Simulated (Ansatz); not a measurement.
# C₂H₇BO: small, medium and large basis sets

One table from this session's results is given with a row withheld; the runs are named, their logs left out.

Computed with Ansatz 0.2.0, Gaussian basis. Level: one geometry, several basis sets.

Levels to be run: PBE0-D4/def2-SVP; ωB97M-V/def2-SVP; PBE0-D4/def2-QZVPP; ωB97M-V/def2-QZVPP; the functionals' def2-TZVPP values are taken from earlier runs.

## The relaxed structure

An earlier PBE0-D4 in a triple-zeta def2 set relaxation fixed the geometry.

SMILES `CB(C)O`, 11 atoms, charge 0, spin multiplicity 1.

Atoms are counted from 1 here; the program's logs count them from 0.

Bond lengths: C1–B2 1.569 Å, C1–H5 1.091 Å, C1–H6 1.097 Å, C1–H7 1.094 Å, B2–C3 1.576 Å, B2–O4 1.364 Å, C3–H8 1.094 Å, C3–H9 1.097 Å, C3–H10 1.094 Å, O4–H11 0.961 Å. Angles: B2–C1–H5 112.9°, B2–C1–H6 109.3°, B2–C1–H7 111.9°, H5–C1–H6 107.7°, H5–C1–H7 109.0°, H6–C1–H7 105.7°, C1–B2–C3 122.0°, C1–B2–O4 116.9°, C3–B2–O4 121.1°, B2–C3–H8 114.6°, B2–C3–H9 109.2°, B2–C3–H10 111.5°, H8–C3–H9 107.3°, H8–C3–H10 108.1°, H9–C3–H10 105.6°, B2–O4–H11 112.9°.

Set-up of the first run:

in.yaml reads:

```yaml
crystal:
  periodic: [false, false, false]
  atoms:
    - {symbol: C, position_ang: [-0.082163, 1.350794, -0.616962]}
    - {symbol: B, position_ang: [-0.214937, -0.175108, -0.275693]}
    - {symbol: C, position_ang: [0.473224, -0.810935, 0.991314]}
    - {symbol: O, position_ang: [-0.955362, -0.935990, -1.131542]}
    - {symbol: H, position_ang: [-0.432578, 1.593603, -1.621606]}
    - {symbol: H, position_ang: [-0.678274, 1.935156, 0.094511]}
    - {symbol: H, position_ang: [0.946445, 1.705832, -0.503211]}
    - {symbol: H, position_ang: [0.148132, -1.829765, 1.222873]}
    - {symbol: H, position_ang: [1.558181, -0.841622, 0.834970]}
    - {symbol: H, position_ang: [0.320790, -0.194762, 1.882269]}
    - {symbol: H, position_ang: [-1.018057, -1.854203, -0.856323]}
basis:
  gaussian: {orbitals: def2-SVP}
hamiltonian: {xc: pbe0, dispersion: d4}
output: {orbitals: {seedname: orbitals}}
```

Steps of the session up to this table: PBE0-D4 in def2-SVP; ωB97M-V in def2-SVP; PBE0-D4 in def2-QZVPP; ωB97M-V in def2-QZVPP.

One of the session's tables, all rows but one given; the rest of the session is left out.

It belongs to the step «Density functionals: the series». 

| functional | basis | HOMO (eV) | LUMO (eV) |
| --- | --- | --- | --- |
| PBE0-D4 | def2-SVP | -8.30 | 0.90 |
| PBE0-D4 | def2-TZVPP | -8.41 | 0.69 |
| PBE0-D4 | def2-QZVPP | -8.43 | 0.35 |
| ωB97M-V | def2-SVP | -10.63 | 3.01 |
| ωB97M-V | def2-TZVPP | -10.74 | 1.95 |
| ωB97M-V | def2-QZVPP | ? | ? |

**Question.** Estimate the row for ωB97M-V, def2-QZVPP.

The run gave: HOMO (eV): -10.76; LUMO (eV): 1.42. In the column «HOMO (eV)» it is the lowest.
